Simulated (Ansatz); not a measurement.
Working through an atomisation energy of CH5BrOSi, SMILES CO[SiH2]Br

With the Python package of Ansatz (0.2.0).

Interactive session:
```pycon
>>> from collections import Counter
>>> import ansatz as az
>>> def energy(molecule, charge=0, unpaired=0):
...     calc = (
...         molecule.calculation()
...         .basis(gaussian='6-31G*')
...         .functional('PBE0', dispersion='d4')
...     )
...     if charge:
...         calc = calc.charge(charge)
...     if unpaired:
...         calc = calc.spin('collinear', total=unpaired)
...     return calc.run().report['free_energy_ev']
...
>>> geometry = (
...     az.Crystal.molecule()
...     .atom('C', [-0.5204, 0.4011, -1.1497])
...     .atom('O', [0.2272, -0.5948, -0.6199])
...     .atom('Si', [0.4414, -0.6337, 1.0113])
...     .atom('Br', [2.0373, 0.9164, 1.568])
...     .atom('H', [-1.5862, 0.408, -0.7776])
...     .atom('H', [-0.6306, 0.3122, -2.2454])
...     .atom('H', [-0.0951, 1.4328, -0.9805])
...     .atom('H', [-0.7669, -0.3332, 1.7134])
...     .atom('H', [0.9818, -1.9551, 1.4633])
... )
>>> unpaired = {'C': 2, 'O': 2, 'Si': 2, 'Br': 1, 'H': 1}
>>> counts = Counter(site.symbol for site in geometry.cartesian_sites)
>>> atom_energy = {s: energy(az.Crystal.molecule().atom(s, (0, 0, 0)), 0, unpaired[s]) for s in counts}
>>> whole = energy(geometry, 0, 0)
>>> for s, e in atom_energy.items():
...     print(f'{s:2s} x{counts[s]}  {e:14.5f} eV')
...
C  x1     -1028.41225 eV
O  x1     -2040.44568 eV
Si x1     -7870.34799 eV
Br x1    -70028.80864 eV
H  x5       -13.58146 eV
>>> print(f'CH5BrOSi: {whole:.5f} eV')
CH5BrOSi: -81067.68536 eV
>>> split = sum(counts[s] * e for s, e in atom_energy.items()) - whole
>>> print(f'atomisation energy (no zero-point term): {split:.3f} eV, {split / sum(counts.values()):.3f} eV an atom')
atomisation energy (no zero-point term): 31.763 eV, 3.529 eV an atom
```

31.763 eV from the electronic energies, without the zero-point term.

Total energies depend on the basis set; only differences at equal settings carry meaning. The geometry is a force-field or estimated start, not a minimum of this method, and the basis set is short of its limit. All parts are taken at fixed geometry, without zero-point energy. The spin-orbit lowering of heavy atoms is left out. It ran for 5.7 s on 1 thread of Arm Neoverse V1, on a shared host, peak memory 0.25 GiB.
